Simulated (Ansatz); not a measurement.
Geometry optimisation, DFT PBE, scalar-relativistic, plane waves, PAW (Ansatz).

Input:

```yaml
crystal:
  lattice:
    - [-4.1797, -4.1797, 0.0]
    - [4.1797, -4.1797, 0.0]
    - [0.0, 0.0, 5.3338]
  atoms:
    - { symbol: Si, position: [0.5, 0.5, 0.0] }
    - { symbol: Si, position: [0.0, 0.5, 0.25] }
    - { symbol: O, position: [0.19387, 0.5, 0.0] }
    - { symbol: O, position: [0.0, 0.19387, 0.25] }
    - { symbol: O, position: [0.80613, 0.5, 0.0] }
    - { symbol: O, position: [0.0, 0.80613, 0.25] }
    - { symbol: Si, position: [0.5, 0.5, 0.5] }
    - { symbol: Si, position: [0.0, 0.5, 0.75] }
    - { symbol: O, position: [0.19387, 0.5, 0.5] }
    - { symbol: O, position: [0.0, 0.19387, 0.75] }
    - { symbol: O, position: [0.80613, 0.5, 0.5] }
    - { symbol: O, position: [0.0, 0.80613, 0.75] }
    - { symbol: Si, position: [0.0, 0.0, 0.0] }
    - { symbol: Si, position: [0.5, 0.0, 0.25] }
    - { symbol: O, position: [0.69387, 0.0, 0.0] }
    - { symbol: O, position: [0.5, 0.69387, 0.25] }
    - { symbol: O, position: [0.30613, 0.0, 0.0] }
    - { symbol: O, position: [0.5, 0.30613, 0.25] }
    - { symbol: Si, position: [0.0, 0.0, 0.5] }
    - { symbol: Si, position: [0.5, 0.0, 0.75] }
    - { symbol: O, position: [0.69387, 0.0, 0.5] }
    - { symbol: O, position: [0.5, 0.69387, 0.75] }
    - { symbol: O, position: [0.30613, 0.0, 0.5] }
    - { symbol: O, position: [0.5, 0.30613, 0.75] }
    - { symbol: O, position: [0.7450234, 0.24400194, 1.12714156], spin: 1.0 }
magnetization:
  spin_polarized: true
basis:
  ecutwfc: 420.0
kpoints:
  mp_grid: { grid: [2, 2, 3] }
hamiltonian:
  xc: pbe
  pseudopotentials: { kind: paw, azcp: { folder: soft_1 } }
scf:
  occupations: { method: fermi_dirac, width: 0.05 }
  lower_state_search: "off"
relax:
  f_tol: 0.03
  max_steps: 60
  adjacent_minimum: "off"
```

Run as:

```bash
$ ansatz run input.yaml --threads 2 --pin off --max-ram 5120MiB --backend cpu --events-out ev --progress --plain --runs-dir out
```

Where does it end, and by what steps?

The forces met the threshold. The force dipped under the threshold on the way, but the program's further checks kept it going. Limits of this set-up: coarse k mesh, a small cell, in which the defect meets its images. After 15 steps the energy has fallen by 8.259 eV; O25 moved furthest, 0.83 Å. The start is strongly strained (largest force component 9 eV/Å).

```json
{"step": "0", "energy less start (eV)": "0.0000", "largest force component (eV/Å)": "8.579", "accepted": "yes"}
{"step": "1", "energy less start (eV)": "-4.5628", "largest force component (eV/Å)": "2.930", "accepted": "yes"}
{"step": "2", "energy less start (eV)": "-5.5520", "largest force component (eV/Å)": "0.999", "accepted": "yes"}
{"step": "3", "energy less start (eV)": "-5.9852", "largest force component (eV/Å)": "3.009", "accepted": "yes"}
{"step": "4", "energy less start (eV)": "-6.1032", "largest force component (eV/Å)": "5.576", "accepted": "yes"}
{"step": "5", "energy less start (eV)": "-6.9654", "largest force component (eV/Å)": "2.015", "accepted": "yes"}
{"step": "6", "energy less start (eV)": "-7.5263", "largest force component (eV/Å)": "1.401", "accepted": "yes"}
{"step": "7", "energy less start (eV)": "-7.5746", "largest force component (eV/Å)": "0.431", "accepted": "yes"}
{"step": "8", "energy less start (eV)": "-7.6021", "largest force component (eV/Å)": "1.584", "accepted": "yes"}
{"step": "9", "energy less start (eV)": "-7.6885", "largest force component (eV/Å)": "1.108", "accepted": "yes"}
{"step": "10", "energy less start (eV)": "-7.9396", "largest force component (eV/Å)": "1.792", "accepted": "yes"}
{"step": "11", "energy less start (eV)": "-8.1382", "largest force component (eV/Å)": "1.203", "accepted": "yes"}
{"step": "12", "energy less start (eV)": "-8.2268", "largest force component (eV/Å)": "0.592", "accepted": "yes"}
{"step": "13", "energy less start (eV)": "-8.2573", "largest force component (eV/Å)": "0.133", "accepted": "yes"}
{"step": "14", "energy less start (eV)": "-8.2589", "largest force component (eV/Å)": "0.029", "accepted": "yes"}
{"step": "15", "energy less start (eV)": "-8.2589", "largest force component (eV/Å)": "0.029", "accepted": "yes"}
```

```xyz
25
Lattice="-4.1797 -4.1797 0.0000 4.1797 -4.1797 0.0000 0.0000 0.0000 5.3338" Properties=species:S:1:pos:R:3
Si 0.063 -4.206 0.036
Si 2.105 -2.106 1.351
O 1.327 -2.931 0.011
O 0.729 -0.929 1.343
O -1.222 -5.498 0.021
O 3.365 -3.427 1.346
Si 0.087 -4.207 2.706
Si 2.118 -2.109 4.009
O 1.322 -2.906 2.690
O 0.818 -0.846 4.027
O -1.246 -5.460 2.676
O 3.256 -3.478 3.941
Si -0.127 -0.104 -0.027
Si -1.962 -2.093 1.460
O -3.366 -2.802 -0.313
O 0.893 -5.073 1.360
O -1.316 -1.342 0.013
O -0.586 -3.353 1.429
Si 0.036 -0.022 2.666
Si -2.084 -2.141 4.002
O -2.867 -2.941 2.703
O 0.877 -4.969 4.004
O -1.227 -1.317 2.737
O -0.772 -3.389 4.027
O -2.312 -3.361 5.801
```

Whether the end is a true minimum wasn't checked by a vibrational analysis.

Run time: 3.5 min on 2 threads of Intel(R) Xeon(R) Platinum 8488C (Sapphire Rapids), on a shared host, peak memory 0.96 GiB.
